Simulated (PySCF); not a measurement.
# RuO₂: quintet, from a end-on start

Where does quintet RuO₂ go from a end-on start, is the end point a minimum, and what are its modes, charges and moments?

Program: PySCF 2.14.0. Level of theory: BHandHLYP, basis Ru def2-SVP with ECP28, O def2-SVP, scalar-relativistic core potentials, no spin–orbit coupling, density fitting. These are calculated values, not measurements.

**1. The system as given**

3 atoms, charge 0, spin multiplicity 5.

Bond lengths: Ru1–O2 1.936 Å, O2–O3 1.445 Å. Angles: Ru1–O2–O3 119.9°.

Coordinates in bohr (charge 0 multiplicity 5):
```
Ru    0.0000    0.0000    0.0000
O     0.0000    0.0000    3.6593
O     2.3674    0.0000    5.0199
```

**2. The SCF at the typed geometry**

One driver script runs all steps and calls PySCF; scf.py shows how it sets up the SCF of each step. The optimiser is the driver's own. The state is first sought with PBE0. After this first run the driver tries any further starts and a stability analysis.

scf.py

```python
from pyscf import gto, scf, dft
mol = gto.M(atom='''
Ru     0.000000     0.000000     0.000000
O      0.000000     0.000000     1.936400
O      1.252800     0.000000     2.656400''',
    basis={'Ru': 'def2-SVP', 'O': 'def2-SVP'},
    ecp={'Ru': 'def2-SVP'},
    charge=0, spin=4)
mf = dft.UKS(mol, xc='PBE0')
mf.grids.atom_grid = (50, 194)
aux = {'Ru': 'def2-universal-JKFIT', 'O': 'def2-universal-JKFIT'}
mf = mf.density_fit(auxbasis=aux)
mf.conv_tol = 1e-08
mf.diis_space = 10
mf.max_cycle = 60
mf.init_guess = 'minao'
mf.verbose = 4
mf.kernel()
```

Run with:

```console
$ OMP_NUM_THREADS=2 python axn.py task.json out
```

Further steps of the session: Relaxing the quintet from the end-on start; Hessian and properties.

Before running it: what results should come out? Wanted: minimum; geometry; wavenumbers; dipole moment; highest occupied, lowest empty level; polar-tensor charge of Ru1; zero-point energy; atomisation energy; ⟨S²⟩.

As calculated:

```
                                          quantity                                                            value
                                           minimum                                                     quintet, C2v
                                          geometry  O–O 1.297 Å, Ru–O 2.153 Å (×2); O–O–Ru 72.5° (×2), O–Ru–O 35.1°
                                wavenumbers (cm⁻¹)                                    158 (b2), 392 (a1), 1283 (a1)
                                     dipole moment                                                           5.10 D
highest occupied, lowest empty level (either spin)                                                  -6.75, -2.24 eV
                        polar-tensor charge of Ru1                                                          +0.60 e
                                 zero-point energy                                                      11.0 kJ/mol
                               entropy at 298.15 K                                                  290.9 J/(mol K)
         atomisation energy (no zero-point energy)                                                       468 kJ/mol
                                              ⟨S²⟩                                                            6.061
```

From Cs at the start the molecule goes to a C2v minimum. The strongest infrared band lies at 1283 cm⁻¹ (a1). With 5.1 D the molecule is strongly polar. Most of the spin sits on Ru1 (Mulliken spin 2.75, against 4 for the whole molecule). Only this shape and spin were tried, so other structures or states may lie lower. One determinant may miss the lowest occupation of an open d or f shell.
